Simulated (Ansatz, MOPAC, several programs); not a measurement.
# CuLaTe2 (ordering on rocksalt) from semi-empirical methods to plane-wave DFT

An ordered 4-atom cell of CuLaTe2 on the rocksalt lattice (R-3m), relaxed with r2SCAN in Ansatz, was computed with several methods. It is trigonal, R-3m (No. 166); a = 4.476 Å, c = 20.249 Å in the conventional setting, 29.27 Å³ an atom. Cu is surrounded by 6 Te at 2.97 Å; La is surrounded by 6 Te at 3.21 Å; Te is surrounded by 3 Cu at 2.97 Å and 3 La at 3.21 Å. Simulation only: spin-unpolarised, and no claim that this is the phase found in nature.

```xyz
4
Lattice="2.2379 1.2920 6.7495 -2.2379 1.2920 6.7495 0.0000 -2.5841 6.7495" Properties=species:S:1:pos:R:3 pbc="T T T"
Cu    2.2379    1.2920    6.7495
La    0.0000    0.0000   10.1243
Te    0.0000    0.0000    5.2826
Te    0.0000    0.0000   14.9660
```

Gaps and times are for a single point on this cell; volume and bulk modulus come from each method's own relaxation or energy curve at fixed shape, which is too stiff where a cell has free coordinates or axes. Times are rough, from shared hosts (Arm Neoverse V1), and each method has its own mesh and cell size. A double dagger marks a value from a curve with shape and coordinates held. PM7 (MOPAC) and PM6 (MOPAC): levels, charges or heat of formation failed a check of plausibility, so no values are given. PM6 (MOPAC), PM7 (MOPAC) treat a cluster of cells at its zone centre, which samples few k points: where these miss a band edge, the gap comes out too large for that reason alone. Gaps from k meshes are read at a limited set of points (mesh, symmetry points, PBE's band edges), so each method's own least gap may be somewhat smaller. xTB and the PM methods were fitted mostly to molecules, and can miss a solid's gap by electronvolts. d marks a direct gap, i an indirect one (no mark: not told apart), a dash a value that wasn't computed or didn't pass its checks.

```
                              method              kind  gap (eV)  own volume (Å³/atom)  bulk modulus (GPa)  atoms computed  processor time
light PBE (260 eV and a coarse mesh)  light plane-wave    0.81 i                     –                   –               4           3.4 s
                                 PBE         semilocal    0.78 i                 29.27                 51‡               4            12 s
                              r2SCAN         semilocal    1.01 i                 29.27                 54‡               4            27 s
                         PM7 (MOPAC)    semi-empirical         –                     –                   –             108            57 s
                         PM6 (MOPAC)    semi-empirical         –                     –                   –             108           100 s
```

Against r2SCAN (1.01 eV) and with closed or daggered gaps left aside, the nearest gap at the points sampled is that of light PBE (260 eV and a coarse mesh) (-0.20 eV) and the farthest that of PBE (-0.23 eV). r2SCAN is only a yardstick of convenience: semilocal gaps usually lie below measured ones, which GLLB-SC and hybrids aim to mend.

Runs without a result: GFN1-xTB (tblite) (single point), GFN2-xTB (tblite) (single point), GLLB-SC (GPAW) (single point), PBE/single zeta (GPAW) (single point).

Spin-orbit coupling is left out, which matters wherever the heavy atoms make up the band edges.
